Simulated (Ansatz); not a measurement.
**C₆H₆ClF₉O₃Si: small, medium and large basis sets**

How large a basis does C₆H₆ClF₉O₃Si need? Two functionals are run in growing sets.

Method: one geometry, several basis sets; program: Ansatz 0.2.0, Gaussian basis.

The runs, in order: PBE0-D4/def2-SVP; ωB97M-V/def2-SVP; PBE0-D4/def2-QZVPP; ωB97M-V/def2-QZVPP; the functionals' def2-TZVPP values are taken from earlier runs.

### 1 The geometry

An earlier PBE0-D4/def2-TZVP relaxation fixed the geometry.

SMILES `FC(F)(F)CO[Si](Cl)(OCC(F)(F)F)OCC(F)(F)F`, 26 atoms, charge 0, spin multiplicity 1.

Atoms are counted from 1 here; the program's logs count them from 0.

Bond lengths: F1–C2 1.343 Å, C2–F3 1.335 Å, C2–F4 1.332 Å, C2–C5 1.515 Å, C5–O6 1.393 Å, C5–H21 1.092 Å, C5–H22 1.094 Å, O6–Si7 1.628 Å, Si7–Cl8 2.036 Å, Si7–O9 1.613 Å, Si7–O15 1.617 Å, O9–C10 1.394 Å, C10–C11 1.514 Å, C10–H23 1.093 Å, C10–H24 1.092 Å, C11–F12 1.333 Å, C11–F13 1.335 Å, C11–F14 1.339 Å and more. Angles: F1–C2–F3 107.7°, F1–C2–F4 107.3°, F1–C2–C5 111.2°, F3–C2–F4 108.2°, F3–C2–C5 109.9°, F4–C2–C5 112.3°, C2–C5–O6 111.3°, C2–C5–H21 107.7°, C2–C5–H22 107.6°, O6–C5–H21 108.9°, O6–C5–H22 112.2°, H21–C5–H22 108.9°, C5–O6–Si7 130.4°, O6–Si7–Cl8 109.2°, O6–Si7–O9 113.2°, O6–Si7–O15 106.4°, Cl8–Si7–O9 109.3°, Cl8–Si7–O15 113.0° and more.

Geometry (Å):

```xyz
26

F    -1.34399    1.59908   -2.10932
C    -2.49245    1.16796   -1.56292
F    -3.39852    1.07764   -2.53930
F    -2.89762    2.10222   -0.70478
C    -2.31232   -0.18238   -0.90090
O    -1.38744   -0.11785    0.13858
Si    0.23798   -0.19784    0.11140
Cl    0.82765   -1.28528   -1.50622
O     0.94608    1.25083    0.06810
C     1.57001    1.94389   -0.96779
C     3.03889    2.12799   -0.64834
F     3.22510    2.81035    0.48175
F     3.66654    0.95659   -0.52198
F     3.62717    2.80652   -1.64115
O     0.68444   -0.86288    1.51559
C    -0.07691   -1.61971    2.40653
C    -0.10969   -3.08215    2.01262
F    -0.81283   -3.77279    2.91690
F    -0.69708   -3.25560    0.82039
F     1.10784   -3.61480    1.93979
H    -3.28011   -0.48464   -0.49582
H    -2.01387   -0.89473   -1.67610
H     1.50453    1.42051   -1.92540
H     1.12003    2.93343   -1.07250
H    -1.11217   -1.27240    2.46449
H     0.37873   -1.55397    3.39641
```

### 2 PBE0-D4 in def2-SVP

in.yaml

```yaml
crystal:
  periodic: [false, false, false]
  atoms:
    - {symbol: F, position_ang: [-1.343987, 1.599080, -2.109320]}
    - {symbol: C, position_ang: [-2.492450, 1.167957, -1.562916]}
    - {symbol: F, position_ang: [-3.398525, 1.077643, -2.539303]}
    - {symbol: F, position_ang: [-2.897624, 2.102222, -0.704784]}
    - {symbol: C, position_ang: [-2.312322, -0.182384, -0.900904]}
    - {symbol: O, position_ang: [-1.387438, -0.117846, 0.138584]}
    - {symbol: Si, position_ang: [0.237976, -0.197845, 0.111401]}
    - {symbol: Cl, position_ang: [0.827651, -1.285283, -1.506220]}
    - {symbol: O, position_ang: [0.946084, 1.250825, 0.068096]}
    - {symbol: C, position_ang: [1.570010, 1.943894, -0.967791]}
    - {symbol: C, position_ang: [3.038894, 2.127993, -0.648345]}
    - {symbol: F, position_ang: [3.225103, 2.810346, 0.481750]}
    - {symbol: F, position_ang: [3.666541, 0.956592, -0.521976]}
    - {symbol: F, position_ang: [3.627165, 2.806524, -1.641153]}
    - {symbol: O, position_ang: [0.684444, -0.862880, 1.515592]}
    - {symbol: C, position_ang: [-0.076912, -1.619714, 2.406535]}
    - {symbol: C, position_ang: [-0.109688, -3.082146, 2.012619]}
    - {symbol: F, position_ang: [-0.812830, -3.772790, 2.916902]}
    - {symbol: F, position_ang: [-0.697080, -3.255599, 0.820387]}
    - {symbol: F, position_ang: [1.107837, -3.614803, 1.939786]}
    - {symbol: H, position_ang: [-3.280109, -0.484638, -0.495817]}
    - {symbol: H, position_ang: [-2.013868, -0.894733, -1.676102]}
    - {symbol: H, position_ang: [1.504532, 1.420515, -1.925403]}
    - {symbol: H, position_ang: [1.120031, 2.933427, -1.072498]}
    - {symbol: H, position_ang: [-1.112171, -1.272396, 2.464494]}
    - {symbol: H, position_ang: [0.378728, -1.553970, 3.396407]}
basis:
  gaussian: {orbitals: def2-SVP}
hamiltonian: {xc: pbe0, dispersion: d4}
output: {orbitals: {seedname: orbitals}}
```

Run with:

```console
$ ansatz run in.yaml --threads 10 --pin off --events-out ev --progress --plain --max-ram 110592MiB --backend cpu
```

After this run come: ωB97M-V in def2-SVP; PBE0-D4 in def2-QZVPP; ωB97M-V in def2-QZVPP.

**Question.** What will the summary of the whole plan be? Wanted: PBE0-D4: double and triple zeta above quadruple; ωB97M-V: double and triple zeta above quadruple.

The runs gave:

```
                                       quantity           value
PBE0-D4: double and triple zeta above quadruple  53.89, 2.52 eV
ωB97M-V: double and triple zeta above quadruple  54.57, 2.36 eV
```

**Reading.** PBE0-D4 gains 51.38 eV from double to triple zeta, then 2.52 eV more. These are total energies; as a rule much of such shifts cancels in differences, which this series doesn't test. The LUMO of ωB97M-V is positive and keeps falling with the basis (2.93 to 1.48 eV): an unbound level that the basis holds in place.
